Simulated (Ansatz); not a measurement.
Predict the output of the script below (the Python package of Ansatz (0.2.0)).

`methods_c2h8sisn.py`:
```python
"""C2H8SiSn at several levels of theory."""

from pathlib import Path

import ansatz
import numpy as np

geometry_ang = [
    ("C", [-0.9921, 1.905, -0.0164]),
    ("C", [-0.1456, 1.4508, 0.8187]),
    ("Sn", [0.0815, -0.6418, 0.9968]),
    ("Si", [0.8158, -1.5834, -1.2331]),
    ("H", [-1.6516, 1.2809, -0.6488]),
    ("H", [-1.1657, 3.0394, -0.1245]),
    ("H", [0.4973, 2.1232, 1.4211]),
    ("H", [1.4203, -0.9598, 2.1644]),
    ("H", [-1.3836, -1.3474, 1.59]),
    ("H", [0.9037, -3.0501, -1.0931]),
    ("H", [1.9962, -0.9923, -1.6569]),
    ("H", [-0.2993, -1.2797, -2.1843]),
]
system = ansatz.Crystal.molecule()
for symbol, xyz in geometry_ang:
    system = system.atom(symbol, xyz)

model = system.calculation().basis(gaussian="def2-SVP")

print("functional    E (Ha)        dipole (D)   HOMO (eV)  LUMO (eV)")
for name in ["pbe0", "b3lyp", "hf", "r2scan", "lc_wpbe", "pbe"]:
    data = model.functional(name).forces().orbitals().run(threads=1, backend="cpu", runs_dir="runs").report
    lines = Path(data["orbitals_path"]).read_text().splitlines()
    field_of = lambda key: [line.split("=")[1].strip() for line in lines if line.startswith(key)]
    orbitals = [(27.211386 * float(e), s, float(n)) for e, s, n in zip(field_of("Ene="), field_of("Spin="), field_of("Occup="))]
    homo = max(e for e, _, n in orbitals if n > 0.5)
    lumo = min(e for e, _, n in orbitals if n < 0.5)
    dipole = 4.803205 * np.linalg.norm(data["charge_distribution"]["dipole_moment_e_ang"])
    print(f"{name:10s} {data['free_energy_ev'] / 27.211386246:14.6f} {dipole:9.3f} {homo:11.3f} {lumo:10.3f}")
```

Running `python methods_c2h8sisn.py` prints:
```text
functional    E (Ha)        dipole (D)   HOMO (eV)  LUMO (eV)
pbe0          -584.368312     0.753      -7.468     -0.077
b3lyp         -584.686451     0.758      -7.229     -0.245
hf            -582.451292     0.806      -9.826      3.349
r2scan        -584.585151     0.758      -6.651     -0.857
lc_wpbe       -584.479042     0.717      -9.985      2.198
pbe           -584.307925     0.762      -6.396     -1.035
```

Total energies depend on the basis set; only differences at equal settings carry meaning. The geometry is a force-field or estimated start, not a minimum of this method, and the basis set is short of its limit. A lower total doesn't mark the better method: functionals have no common bound, and MP2 and coupled cluster aren't variational. def2 sets replace the cores of elements past krypton by effective core potentials. b3lyp holds the VWN-RPA fit, as in Gaussian; the form of ORCA and Turbomole is b3lyp5. Levels such as HOMO and LUMO are orbital energies: with these approximate functionals they aren't the ionisation energy and electron affinity, and their gap isn't the fundamental gap. Timing: 29 s on 1 thread of Arm Neoverse V2, on a shared host, peak memory 0.31 GiB.
